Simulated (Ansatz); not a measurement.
# Bi2TeSe2: the cost of one run

Program: Ansatz 0.2.0. Level of theory: DFT PBEsol, scalar-relativistic, plane waves, PAW. These are calculated values, not measurements.

2 further runs of the same task are left out: 2 set aside as unsound or not needed.

### Step 1. The starting structure

Symmetry: R-3m, No. 166, trigonal system. The conventional cell has a = 4.220 Å, b = 4.220 Å, c = 29.099 Å, α = 90.00°, β = 90.00°, γ = 120.00°. Bi (site symmetry 3m) is surrounded by 3 Se at 2.87 Å and 3 Te at 3.22 Å. Te (site symmetry -3m) is surrounded by 6 Bi at 3.22 Å. Se (site symmetry 3m) is surrounded by 3 Bi at 2.87 Å.

Structure file:

```
Bi Te Se
1.0
     2.10982   -3.65432    0.00000
     2.10982   -1.21811   -9.69974
    10.54910    3.65432    0.00000
Bi Te Se
6 3 6
Cartesian
  4.2196 -2.4362 -7.5978
  8.4393 -2.4362 -7.5978
  10.5491 1.2181 -7.5978
  4.2196 -2.4362 -2.1019
  6.3295 1.2181 -2.1019
  10.5491 1.2181 -2.1019
  2.1098 -1.2181 -9.6997
  6.3295 -1.2181 -9.6997
  10.5491 -1.2181 -9.6997
  2.1098 -1.2181 -3.6167
  6.3295 -1.2181 -3.6167
  10.5491 -1.2181 -3.6167
  4.2196 0.0000 -6.0831
  8.4393 0.0000 -6.0831
  12.6589 0.0000 -6.0831
```

It is built from the cell relaxed beforehand with the same method (29.91 Å³/atom).

### Step 2. The reference: the undisturbed cell on the scan's mesh

Contents of input.yaml:

```yaml
crystal:
  lattice:
    - [2.109820105, -3.6543156167, 0.0]
    - [2.109820105, -1.2181052056, -9.6997449308]
    - [10.5491005251, 3.6543156167, 0.0]
  atoms:
    - { symbol: Bi, position: [0.5407538102, 0.783303927, 0.1351884526] }
    - { symbol: Bi, position: [0.8740871436, 0.783303927, 0.4685217859] }
    - { symbol: Bi, position: [0.2074204769, 0.783303927, 0.8018551192] }
    - { symbol: Bi, position: [0.7925795231, 0.216696073, 0.1981448808] }
    - { symbol: Bi, position: [0.1259128564, 0.216696073, 0.5314782141] }
    - { symbol: Bi, position: [0.4592461898, 0.216696073, 0.8648115474] }
    - { symbol: Te, position: [0.0, 1.0, 0.0] }
    - { symbol: Te, position: [0.3333333333, 1.0, 0.3333333333] }
    - { symbol: Te, position: [0.6666666667, 1.0, 0.6666666667] }
    - { symbol: Se, position: [0.2787267912, 0.3728647199, 0.0696816978] }
    - { symbol: Se, position: [0.6120601245, 0.3728647199, 0.4030150311] }
    - { symbol: Se, position: [0.9453934578, 0.3728647199, 0.7363483645] }
    - { symbol: Se, position: [0.0546065422, 0.6271352801, 0.2636516355] }
    - { symbol: Se, position: [0.3879398755, 0.6271352801, 0.5969849689] }
    - { symbol: Se, position: [0.7212732088, 0.6271352801, 0.9303183022] }
basis:
  ecutwfc: 420
kpoints:
  mp_grid: { grid: [8, 4, 3] }
hamiltonian:
  xc: pbesol
scf:
  occupations: { method: gaussian, width: 0.05 }
output:
  forces: true
  stress: true
  eigenvalues: true
```

Run with:

```bash
$ ansatz run input.yaml --threads 2 --pin off --max-ram 5120MiB --backend cpu --events-out ev --progress --plain --runs-dir out
```

What time and memory should one allow on 2 threads of Arm Neoverse N1, shared host?

About 3.2 min, with a peak of 2.3 GiB.
